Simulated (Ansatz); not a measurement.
# CH2GaS: the cost of one run

Program: Ansatz 0.2.0. Level of theory: UKS PBE-D4/def2-SVP. These are calculated values, not measurements.

### 1 Starting point

Bond lengths: S1–C2 1.627 Å, C2–Ga3 2.142 Å, C2–H4 1.088 Å, Ga3–H5 1.793 Å. Angles: S1–C2–Ga3 94.2°, S1–C2–H4 118.1°, Ga3–C2–H4 126.4°, C2–Ga3–H5 95.1°.

Structure file:

```xyz
5

S    -1.0089    0.4313    0.8051
C    -0.1769   -0.8708    0.2972
Ga    1.2905    0.2822   -0.7549
H    -0.7382   -1.7155   -0.0961
H     0.6335    1.8729   -0.2513
```

### 2 End point A

Input file input.yaml:

```yaml
crystal:
  periodic: [false, false, false]
  atoms:
    - { symbol: S, position_ang: [-1.00893, 0.43126, 0.80511] }
    - { symbol: C, position_ang: [-0.17687, -0.87081, 0.29715] }
    - { symbol: Ga, position_ang: [1.2905, 0.28218, -0.75486] }
    - { symbol: H, position_ang: [-0.73819, -1.71554, -0.09609] }
    - { symbol: H, position_ang: [0.6335, 1.8729, -0.25131] }
magnetization:
  spin_polarized: true
  initial_magnetization: 1
basis:
  gaussian: { orbitals: def2-SVP }
hamiltonian:
  xc: pbe
  dispersion: d4
relax:
  f_tol: 0.015
  max_steps: 40
```

Command:

```bash
$ ansatz run input.yaml --threads 2 --pin off --max-ram 3072MiB --backend cpu --events-out ev --progress --plain --runs-dir out
```

**Question.** How long does this run take on 2 threads of AMD EPYC 7B13 (Zen 3), shared host, and how much memory does it need?

About 25 s, with a peak of 0.18 GiB.
